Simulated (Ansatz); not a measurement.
Write a Python script for the Ansatz DFT code, driven from Python that makes a ladder of methods at one geometry of C2H6AlNS, SMILES CN=C[S][AlH2]. Use (for the species named): r2scan0, def2-SVP basis, multiplicity 1. The script varies functional: r2scan0, cam_b3lyp, pbe0, revpbe, lc_wpbe, b3lyp.

```xyz
11

C    -1.3137   -1.2014    0.3364
N    -0.3990   -0.6650    1.2765
C     0.1128    0.5088    1.1988
S    -0.1717    1.7036   -0.0899
Al    1.5101    1.0329   -1.3892
H    -2.2608   -0.4874    0.3141
H    -0.8870   -1.1981   -0.6867
H    -1.6325   -2.1632    0.6126
H     0.8588    0.8180    2.0208
H     2.9336    1.7438   -1.1726
H     1.3147   -0.1489   -2.4001
```

Script `methods_c2h6alns.py`:
```python
"""C2H6AlNS at several levels of theory."""

from pathlib import Path

import ansatz as az
import numpy as np

GEOMETRY = """
C    -1.31370   -1.20140    0.33640
N    -0.39900   -0.66500    1.27650
C     0.11280    0.50880    1.19880
S    -0.17170    1.70360   -0.08990
Al    1.51010    1.03290   -1.38920
H    -2.26080   -0.48740    0.31410
H    -0.88700   -1.19810   -0.68670
H    -1.63250   -2.16320    0.61260
H     0.85880    0.81800    2.02080
H     2.93360    1.74380   -1.17260
H     1.31470   -0.14890   -2.40010
"""

molecule = az.Crystal.molecule()
for line in GEOMETRY.strip().splitlines():
    symbol, *xyz = line.split()
    molecule = molecule.atom(symbol, [float(v) for v in xyz])

calc = molecule.calculation().basis(gaussian="def2-SVP")

print("functional    E (Ha)        dipole (D)   HOMO (eV)  LUMO (eV)")
for name in ["r2scan0", "cam_b3lyp", "pbe0", "revpbe", "lc_wpbe", "b3lyp"]:
    rep = calc.functional(name).forces().orbitals().run(threads=1, backend="cpu", runs_dir="runs").report
    lines = Path(rep["orbitals_path"]).read_text().splitlines()
    field_of = lambda key: [line.split("=")[1].strip() for line in lines if line.startswith(key)]
    orbitals = [(27.211386 * float(e), s, float(n)) for e, s, n in zip(field_of("Ene="), field_of("Spin="), field_of("Occup="))]
    homo = max(e for e, _, n in orbitals if n > 0.5)
    lumo = min(e for e, _, n in orbitals if n < 0.5)
    dipole = 4.803205 * np.linalg.norm(rep["charge_distribution"]["dipole_moment_e_ang"])
    print(f"{name:10s} {rep['free_energy_ev'] / 27.211386246:14.6f} {dipole:9.3f} {homo:11.3f} {lumo:10.3f}")
```

```console
$ python methods_c2h6alns.py
functional    E (Ha)        dipole (D)   HOMO (eV)  LUMO (eV)
r2scan0       -774.708959     1.472      -7.308     -2.033
cam_b3lyp     -774.804349     1.476      -8.364     -1.155
pbe0          -774.455608     1.414      -7.093     -2.156
revpbe        -774.708198     1.220      -5.680     -2.796
lc_wpbe       -774.577699     1.588      -9.805     -0.102
b3lyp         -774.909904     1.354      -6.785     -2.314
```

Reading the output:
- Total energies depend on the basis set; only differences at equal settings carry meaning.
- The geometry is a force-field or estimated start, not a minimum of this method, and the basis set is short of its limit. A lower total doesn't mark the better method: functionals have no common bound, and MP2 and coupled cluster aren't variational.
- b3lyp holds the VWN-RPA fit, as in Gaussian; the form of ORCA and Turbomole is b3lyp5.
- Levels such as HOMO and LUMO are orbital energies: with these approximate functionals they aren't the ionisation energy and electron affinity, and their gap isn't the fundamental gap.
- Wall time of the script: 36 s on 1 thread of Arm Neoverse V2 (shared host), peak memory 0.33 GiB.
